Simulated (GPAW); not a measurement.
# WS (Pm-3m) in GPAW: convergence with convergence criteria

Aim: find how far convergence criteria must go before the results for WS settle, at RPBE. This setting moves, with any that are tied to it; all else stays.

Program: GPAW 26.7.0. These are calculated values, not measurements. Logs are shortened: lines on timing, memory, paths and dates and some standing lists are left out, and cuts for length are marked. The log counts tension as positive stress, the text compression.

## (1) The crystal as given

Symmetry: Pm-3m, No. 221, cubic system. Conventional cell: a = 3.008 Å, b = 3.008 Å, c = 3.008 Å, α = 90.00°, β = 90.00°, γ = 90.00°. W (site symmetry m-3m) has 8 S at 2.60 Å as nearest neighbours. Around S (site symmetry m-3m) lie 8 W at 2.60 Å.

The cell was built by a generator and needn't be a form met in nature.

## (2) With convergence criteria density=0.001 energy=0.01 eigenstates=0.0001

The input, run.py:

```python
from ase.dft.bandgap import bandgap
from ase.io import read, write
from ase.units import GPa
from gpaw import GPAW, PW

atoms = read('WS.xyz')

calc = GPAW(mode=PW(600),
            xc='RPBE',
            kpts={'size': (9, 9, 9), 'gamma': True},
            occupations={'name': 'fermi-dirac', 'width': 0.05},
            nbands=20,
            convergence={'density': 0.001, 'energy': 0.01, 'eigenstates': 0.0001},
            maxiter=100,
            txt='gpaw.txt')
atoms.calc = calc
energy = atoms.get_potential_energy()
forces = atoms.get_forces()
stress = atoms.get_stress()
calc.write('gs.gpw')
write('result.traj', atoms)
print(f'Energy: {energy:.6f} eV')
print('Forces (eV/A):')
print(forces.round(4))
print('Stress (GPa):', (stress / GPa).round(3))
print('Fermi level:', round(calc.get_fermi_level(), 4), 'eV')
print(f'Gap: {bandgap(calc)[0]:.4f} eV, direct: {bandgap(calc, direct=True)[0]:.4f} eV')
```

The input, WS.xyz:

```xyz
2
Lattice="3.0078900000 0.0000000000 0.0000000000 0.0000000000 3.0078900000 0.0000000000 0.0000000000 0.0000000000 3.0078900000" Properties=species:S:1:pos:R:3 pbc="T T T"
W      1.5039450000      1.5039450000      1.5039450000
S      0.0000000000      0.0000000000      0.0000000000
```

Potentials or basis: the program's PAW data sets (release 1.2.1) made for this functional, pw.

Launch:

```
$ OMP_NUM_THREADS=1 python run.py
```

It took 8.5 s on 1 thread of Arm Neoverse V2, shared host; peak memory 0.14 GiB.

Results:

* Free energy: -14.2325 eV
* Pressure: 3.6 GPa
* Band gap on the k mesh: none (metal or under the smearing width)

## (3) With convergence criteria default

run.py: that of step 2 with these lines changed.

```diff
@@ -12,3 +12,2 @@
             nbands=20,
-            convergence={'density': 0.001, 'energy': 0.01, 'eigenstates': 0.0001},
             maxiter=100,
```

WS.xyz is that of step 2.

Potentials or basis: the program's PAW data sets (release 1.2.1) made for this functional, pw.

Launch:

```
$ OMP_NUM_THREADS=1 python run.py
```

It took 9.9 s on 1 thread of Arm Neoverse V2, shared host; peak memory 0.14 GiB.

Results (log left out):

```
Free energy            : -14.2325 eV
Pressure               : 3.6 GPa
Band gap on the k mesh : none (metal or under the smearing width)
```

## (4) With convergence criteria density=1e-05 energy=1e-05

run.py: that of step 3 with these lines changed.

```diff
@@ -12,2 +12,3 @@
             nbands=20,
+            convergence={'density': 1e-05, 'energy': 1e-05},
             maxiter=100,
```

WS.xyz is that of step 3.

Launch:

```
$ OMP_NUM_THREADS=1 python run.py
```

It took 11 s on 1 thread of Arm Neoverse V2, shared host; peak memory 0.14 GiB.

It converged, with:

* Free energy: -14.2325 eV
* Pressure: 3.6 GPa
* Band gap on the k mesh: none (metal or under the smearing width)

## (5) With convergence criteria density=1e-05 forces=0.0001

run.py: that of step 4 with these lines changed.

```diff
@@ -12,3 +12,3 @@
             nbands=20,
-            convergence={'density': 1e-05, 'energy': 1e-05},
+            convergence={'density': 1e-05, 'forces': 0.0001},
             maxiter=100,
```

WS.xyz is that of step 4.

Launch:

```
$ OMP_NUM_THREADS=1 python run.py
```

Run time: 11 s. Hardware: 1 thread of Arm Neoverse V2, shared host; peak memory 0.14 GiB.

Results (log left out):

| Quantity | Value |
| --- | --- |
| Free energy | -14.2325 eV |
| Pressure | 3.6 GPa |
| Band gap on the k mesh | none (metal or under the smearing width) |

## (6) With convergence criteria density=1e-06 energy=1e-06 eigenstates=1e-10

run.py: that of step 5 with these lines changed.

```diff
@@ -12,3 +12,3 @@
             nbands=20,
-            convergence={'density': 1e-05, 'forces': 0.0001},
+            convergence={'density': 1e-06, 'energy': 1e-06, 'eigenstates': 1e-10},
             maxiter=100,
```

WS.xyz is that of step 5.

Potentials or basis: the program's PAW data sets (release 1.2.1) made for this functional, pw.

Launch:

```
$ OMP_NUM_THREADS=1 python run.py
```

gpaw.txt:

```text
__  _  _
 | _ |_)|_||  |
 |__||  | ||/\| - 26.7.0

Input parameters:
  mode=PW(ecut=600.0),
  convergence={'density': 1e-06, 'energy': 1e-06, 'eigenstates': 1e-10},
  kpts=MonkhorstPack(size=(9, 9, 9), gamma=True),
  maxiter=100,
  nbands=20,
  occupations=Occupations(name='fermi-dirac', width=0.05),
  xc=XC(name='RPBE')

Diagonalizing LCAO Hamiltonian
Converting LCAO to pw mode
   .------.
  /|      |
 * |      |
 | | W    |
 | .------.
 |/      /
 S------*

Atoms  # Å, Bohr magnetons
|   | symbol |        x |        y |        z |    initial magnetic moments |
|---|--------|----------|----------|----------|-----------------------------|
| 0 |      W | 1.503945 | 1.503945 | 1.503945 | ( 0.0000,  0.0000,  0.0000) |
| 1 |      S | 0.000000 | 0.000000 | 0.000000 | ( 0.0000,  0.0000,  0.0000) |

Unit cell  # Å
| periodic |        x |        y |        z |  lengths |    angles |
|----------|----------|----------|----------|----------|-----------|
|      yes | 3.007890 | 0.000000 | 0.000000 | 3.007890 | 90.000000 |
|      yes | 0.000000 | 3.007890 | 0.000000 | 3.007890 | 90.000000 |
|      yes | 0.000000 | 0.000000 | 3.007890 | 3.007890 | 90.000000 |

Number of symmetries: 48
Symmetry operations  # r_c * U_cc + t_c -> r_c
|    | kind |            matrix            |
|----|------|------------------------------|
|  0 |  E   |  1, 0, 0,  0, 1, 0,  0, 0, 1 |
|  1 |  σ   |  1, 0, 0,  0, 1, 0,  0, 0,-1 |
|  2 |  σ   |  1, 0, 0,  0, 0, 1,  0, 1, 0 |
|  3 |  C4  |  1, 0, 0,  0, 0, 1,  0,-1, 0 |
|  4 |  C4  |  1, 0, 0,  0, 0,-1,  0, 1, 0 |
|  5 |  σ   |  1, 0, 0,  0, 0,-1,  0,-1, 0 |
|  6 |  σ   |  1, 0, 0,  0,-1, 0,  0, 0, 1 |
|  7 |  C2  |  1, 0, 0,  0,-1, 0,  0, 0,-1 |
|  8 |  σ   |  0, 1, 0,  1, 0, 0,  0, 0, 1 |
|  9 |  C2  |  0, 1, 0,  1, 0, 0,  0, 0,-1 |
| 10 |  C3  |  0, 1, 0,  0, 0, 1,  1, 0, 0 |
| 11 |  S6  |  0, 1, 0,  0, 0, 1, -1, 0, 0 |
| 12 |  S6  |  0, 1, 0,  0, 0,-1,  1, 0, 0 |
| 13 |  C3  |  0, 1, 0,  0, 0,-1, -1, 0, 0 |
| 14 |  C4  |  0, 1, 0, -1, 0, 0,  0, 0, 1 |
| 15 |  S4  |  0, 1, 0, -1, 0, 0,  0, 0,-1 |
| 16 |  C3  |  0, 0, 1,  1, 0, 0,  0, 1, 0 |
| 17 |  S6  |  0, 0, 1,  1, 0, 0,  0,-1, 0 |
| 18 |  σ   |  0, 0, 1,  0, 1, 0,  1, 0, 0 |
| 19 |  C4  |  0, 0, 1,  0, 1, 0, -1, 0, 0 |
| 20 |  C2  |  0, 0, 1,  0,-1, 0,  1, 0, 0 |
| 21 |  S4  |  0, 0, 1,  0,-1, 0, -1, 0, 0 |
| 22 |  S6  |  0, 0, 1, -1, 0, 0,  0, 1, 0 |
| 23 |  C3  |  0, 0, 1, -1, 0, 0,  0,-1, 0 |
| 24 |  S6  |  0, 0,-1,  1, 0, 0,  0, 1, 0 |
| 25 |  C3  |  0, 0,-1,  1, 0, 0,  0,-1, 0 |
| 26 |  C4  |  0, 0,-1,  0, 1, 0,  1, 0, 0 |
| 27 |  σ   |  0, 0,-1,  0, 1, 0, -1, 0, 0 |
| 28 |  S4  |  0, 0,-1,  0,-1, 0,  1, 0, 0 |
| 29 |  C2  |  0, 0,-1,  0,-1, 0, -1, 0, 0 |
| 30 |  C3  |  0, 0,-1, -1, 0, 0,  0, 1, 0 |
| 31 |  S6  |  0, 0,-1, -1, 0, 0,  0,-1, 0 |
| 32 |  C4  |  0,-1, 0,  1, 0, 0,  0, 0, 1 |
| 33 |  S4  |  0,-1, 0,  1, 0, 0,  0, 0,-1 |
| 34 |  S6  |  0,-1, 0,  0, 0, 1,  1, 0, 0 |
| 35 |  C3  |  0,-1, 0,  0, 0, 1, -1, 0, 0 |
| 36 |  C3  |  0,-1, 0,  0, 0,-1,  1, 0, 0 |
| 37 |  S6  |  0,-1, 0,  0, 0,-1, -1, 0, 0 |
| 38 |  σ   |  0,-1, 0, -1, 0, 0,  0, 0, 1 |
| 39 |  C2  |  0,-1, 0, -1, 0, 0,  0, 0,-1 |
| 40 |  σ   | -1, 0, 0,  0, 1, 0,  0, 0, 1 |
| 41 |  C2  | -1, 0, 0,  0, 1, 0,  0, 0,-1 |
| 42 |  C2  | -1, 0, 0,  0, 0, 1,  0, 1, 0 |
| 43 |  S4  | -1, 0, 0,  0, 0, 1,  0,-1, 0 |
| 44 |  S4  | -1, 0, 0,  0, 0,-1,  0, 1, 0 |
| 45 |  C2  | -1, 0, 0,  0, 0,-1,  0,-1, 0 |
| 46 |  C2  | -1, 0, 0,  0,-1, 0,  0, 0, 1 |
| 47 |  i   | -1, 0, 0,  0,-1, 0,  0, 0,-1 |

BZ-sampling:
  Number of BZ points: 729
  Number of IBZ points: 35

  Monkhorst-Pack size: [9, 9, 9]
  Monkhorst-Pack shift: [0, 0, 0]

K-points  # in reciprocal-cell coordinates
|     |                                coordinates |     weight |
|-----|--------------------------------------------|------------|
|   0 | (  0.00000000,   0.00000000,   0.00000000) | 0.00137174 |
|   1 | (  0.11111111,   0.00000000,   0.00000000) | 0.00823045 |
|   2 | (  0.11111111,   0.11111111,   0.00000000) | 0.01646091 |
|   3 | (  0.11111111,   0.11111111,   0.11111111) | 0.01097394 |
|   4 | (  0.22222222,   0.00000000,   0.00000000) | 0.00823045 |
|   5 | (  0.22222222,   0.11111111,   0.00000000) | 0.03292181 |
|   6 | (  0.22222222,   0.11111111,   0.11111111) | 0.03292181 |
|   7 | (  0.22222222,   0.22222222,   0.00000000) | 0.01646091 |
|   8 | (  0.22222222,   0.22222222,   0.11111111) | 0.03292181 |
|   9 | (  0.22222222,   0.22222222,   0.22222222) | 0.01097394 |
| ... |                                            |            |
|  34 | (  0.44444444,   0.44444444,   0.44444444) | 0.01097394 |

Plane wave coefficients: 931
Cutoff: 600.0 eV

Spin-components: 1 (collinear spins)
Bands:           20
Projectors:      11
Spin-degeneracy: 2
Datatype:        complex128

Parallelization:
  kpt:    1
  domain: 1
  band:   1

Density:
  Valence electrons: 20.0
  Components: 1
  Grid points: [18 18 18]
  Charge: 0.0  # |e|

Potential:
  Grid points: [18 18 18]

species:
  W:
    name:    Tungsten
    Z:       74.0
    valence: 14
    core:    60
    charge:  0.0  # [|e|]
    compensation charges:
      type: gauss
      rc: 0.40  # [Å]
      lmax: 2
    cutoffs:
      filter: 2.36  # [Å]
      core: 3.02  # [Å]
    projectors
    | kind |    occ | energy [eV] | rcut [Å] |
    |------|--------|-------------|----------|
    |   5s |  2.000 |     -78.791 |    1.344 |
    |   6s |  2.000 |      -5.630 |    1.344 |
    |   5p |  6.000 |     -43.201 |    1.355 |
    |   6p |  0.000 |      -1.361 |    1.355 |
    |   5d |  4.000 |      -4.443 |    1.228 |
    |    d |        |      22.768 |    1.228 |

    Using partial waves for W as LCAO basis

  S:
    name:    Sulfur
    Z:       16.0
    valence: 6
    core:    10
    charge:  0.0  # [|e|]
    compensation charges:
      type: gauss
      rc: 0.24  # [Å]
      lmax: 2
    cutoffs:
      filter: 1.77  # [Å]
      core: 1.66  # [Å]
    projectors
    | kind |    occ | energy [eV] | rcut [Å] |
    |------|--------|-------------|----------|
    |   3s |  2.000 |     -17.247 |    0.974 |
    |   3p |  4.000 |      -6.991 |    0.979 |
    |    s |        |       9.964 |    0.974 |
    |    p |        |      20.220 |    0.979 |
    |    d |        |       0.000 |    0.900 |

    Using partial waves for S as LCAO basis

Reference energy: -449646.305332  # eV

eigensolver:
  PPCG
  Converge bands: occupied
  niter=2

density mixing:
  MSR1-Mixer
  Pratt-step length: 0.05
  Maximum mixing coefficient: 0.75
  Old densities: 10
  SVD Regularization: 0.005
  Good broyden scale: 1.0
  Trust region scale: 1.0
  Backstep threshold: 4.0
  History deletion threshold: 6.0
  Fourier metric: weight=20.0, sigma=0.015

occupation numbers:
  Fermi-Dirac:
    width: 0.0500  # eV

poisson solver:
  ecut: 4800.0  # eV

xc functional:
  name: RPBE with 2 nearest neighbor stencil

convergence criteria:
- Maximum integral of absolute [dens]ity change: 1e-06 electrons / valence electron
- Maximum [total energy] change in last 3 cyles: 1e-06 eV / valence electron
- Maximum integral of absolute [eigenst]ate change: 1e-10 eV^2 / valence electron
maximum number of iterations: 100

SCF iterations
|iter     | |      energy | eigst |  dens |
|---------|-|-------------|-------|-------|
|iter:   1| |  -14.213204 | +0.35 |       |
|iter:   2| |  -14.229119 | -1.80 | -1.40 |
|iter:   3| |  -14.220595 | -2.45 | -1.44 |
|iter:   4| |  -14.225841 | -3.52 | -1.92 |
|iter:   5| |  -14.225803 | -3.89 | -2.26 |
|iter:   6| |  -14.225880 | -4.87 | -2.72 |
|iter:   7| |  -14.225880 | -7.26 | -4.02 |
|iter:   8| |  -14.225881c| -7.85 | -4.40 |
|iter:   9| |  -14.225881c|-10.96c| -5.73 |
|iter:  10| |  -14.225881c|-10.81c| -6.16c|

Converged in 10 steps
Energy contributions relative to reference atoms: (reference = -449646.305332)

Energy contributions:
  Kinetic:           7.245980
  Coulomb:          -5.342014
  Zero:              0.068338
  External:          0.000000
  Xc:              -16.191611
  Entropy:          -0.013148
  Spinorbit:         0.000000
  ----------------------------
  Free energy:     -14.232454
  Extrapolated:    -14.225881

dipole moment: (-9.633127, -9.633127, -9.633127)  # |e|*Ang

Fermi level: 14.958
Eigenvalues  # (at kpt = [0.000, 0.000, 0.000])
| band index |      eig [eV] | occ [0-2] |
|------------|---------------|-----------|
|          0 |       -59.292 |     2.000 |
|        ... |               |           |
|          2 |       -23.647 |     2.000 |
|          3 |       -23.647 |     2.000 |
|          4 |        -2.638 |     2.000 |
|          5 |        10.410 |     2.000 |
|          6 |        10.410 |     2.000 |
|          7 |        12.100 |     2.000 |
[... 8 lines left out ...]
|         16 |        31.366 |     0.000 |
|         17 |        31.366 |     0.000 |
|        ... |               |           |
|         19 |        32.615 |     0.000 |

No gap
No difference between direct/indirect transitions

Forces  # eV/Ang
|        x |        y |        z |
|----------|----------|----------|
| -0.00000 | -0.00000 |  0.00000 |  # W    0
| -0.00000 | -0.00000 | -0.00000 |  # S    1

Stress tensor  # eV/Ang^3
|         x |         y |         z |
|-----------|-----------|-----------|
| -0.022490 |  0.000000 |  0.000000 |
|  0.000000 | -0.022490 |  0.000000 |
|  0.000000 |  0.000000 | -0.022490 |

# Writing to gs.gpw (mode='')
```

It took 11 s on 1 thread of Arm Neoverse V2, shared host; peak memory 0.14 GiB.

Results:

```yaml
Free_energy: -14.2325 eV
Pressure: 3.6 GPa
Band_gap_on_the_k_mesh: none (metal or under the smearing width)
```

## (7) Summary

```csv
convergence criteria,"energy less the tightest run, at zero smearing (meV/atom)",SCF cycles,CPU time (s),peak memory (GiB)
density=0.001 energy=0.01 eigenstates=0.0001,0.00,7,8.5,0.14
default,0.00,8,9.9,0.14
density=1e-05 energy=1e-05,0.00,9,11,0.14
density=1e-05 forces=0.0001,0.00,10,11,0.14
density=1e-06 energy=1e-06 eigenstates=1e-10,0.00,10,11,0.14
```

Against the tightest run, the energy stays within 1 meV/atom from density=0.001 energy=0.01 eigenstates=0.0001 on. The tightest run that finished is the yardstick and may itself not be fully converged.
